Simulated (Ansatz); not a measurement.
# V (V, omega (AlB2-type)): the cost of one run

Program: Ansatz 0.2.0. Level of theory: DFT r2SCAN, plane waves (500 eV) with PAW, scalar-relativistic; the PAW data stem from PBE, with regenerated cores. These are calculated values, not measurements.

## 1. The starting structure

The structure is hexagonal, space group P6/mmm (No. 191). The conventional cell has a = 4.275 Å, b = 4.275 Å, c = 2.621 Å, α = 90.00°, β = 90.00°, γ = 120.00°. V (site symmetry 6/mmm) is surrounded by 14 V at 2.62 to 2.79 Å. V (site symmetry -6m2) is surrounded by 11 V at 2.47 to 2.79 Å.

As a file:

```xyz
3
Lattice="4.2751 0.0000 0.0000 -2.1376 3.7024 0.0000 0.0000 0.0000 2.6206" Properties=species:S:1:pos:R:3 pbc="T T T"
V     0.0000    0.0000    0.0000
V     0.0000    2.4682    1.3103
V     2.1376    1.2341    1.3103
```

## 2. Relaxation of the cell

Contents of input.yaml:

```yaml
crystal:
  lattice:
    - [4.2751219178, 0.0, 0.0]
    - [-2.1375609589, 3.7023641851, 0.0]
    - [0.0, 0.0, 2.6206497356]
  atoms:
    - { symbol: V, position: [0.0, 0.0, 0.0] }
    - { symbol: V, position: [0.3333333333, 0.6666666667, 0.5] }
    - { symbol: V, position: [0.6666666667, 0.3333333333, 0.5] }
hamiltonian:
  xc: r2scan
  pseudopotentials:
    kind: paw
    azcp:
      V: "pseudopotentials/V.paw.azcp"
basis:
  ecutwfc: 500
  fft_grid_basis: typed
kpoints:
  mp_grid: { grid: [9, 9, 12], shift: [0, 0, 0] }
magnetization:
  spin_polarized: false
scf:
  occupations: { method: fermi_dirac, width: 0.1 }
relax:
  max_steps: 60
  f_tol: 0.01
  cell: {}
```

Run with:

```console
ansatz run input.yaml --threads 1 --pin off --max-ram 3584MiB --backend cpu --events-out ev --progress --plain --runs-dir out
```

What time and memory should one allow on 1 thread of Intel Xeon Platinum 8259CL at 2.50GHz (Skylake/Cascade Lake), shared host?

About 2 min, with a peak of 0.68 GiB.
